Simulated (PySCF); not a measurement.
# H7N2PSi: the cost of one run

Programs: PySCF 2.14.0, with density-fitted response routines of our own. Each step states its level of theory. These are calculated values for one molecule in the gas phase, unless marked as measured. Atoms are numbered from 0 throughout.

## Step 1: Starting geometry

11 atoms, charge 0, multiplicity 1; geometry from: GFN2-xTB. The atoms were then displaced at random by about 0.01 Å, so the start is not that level's minimum.

Bonds of the start (Å): N0–Si1 1.72, Si1–N2 1.72, Si1–P3 2.29, N0–H4 0.98, N0–H5 1.02, Si1–H6 1.46, N2–H7 0.99, N2–H8 1.01, P3–H9 1.36, P3–H10 1.37.

## Step 2: Geometry optimisation at PBE0-D3(BJ)/def2-SVP

What the job is given:

```
{"job": {"xc": "PBE0", "basis": "def2-SVP", "d3": "d3bj", "grid": 1, "shake": 0.01, "kind": "geom"}, "charge": 0, "multiplicity": 1}
N      0.003630     1.321200     0.890330
Si    -0.371500     0.178630    -0.344840
N     -1.286320    -1.029020     0.479500
P      1.355500    -0.972420    -1.309210
H      0.234420     0.996340     1.788380
H      0.547150     2.149050     0.648400
H     -1.013590     0.955610    -1.404050
H     -1.396410    -1.903560     0.019980
H     -2.103560    -0.739770     0.993540
H      2.029470     0.156370    -1.645780
H      2.039330    -1.138270    -0.131910
```

On the command line:

```
> OMP_NUM_THREADS=1 python probes_run.py task.json out
```

This one command runs all jobs of the session in turn.

Q: Estimate the wall time and peak memory of this first job on 1 thread of Arm Neoverse V1, shared host.

About 24 s, with a peak of 0.41 GiB.
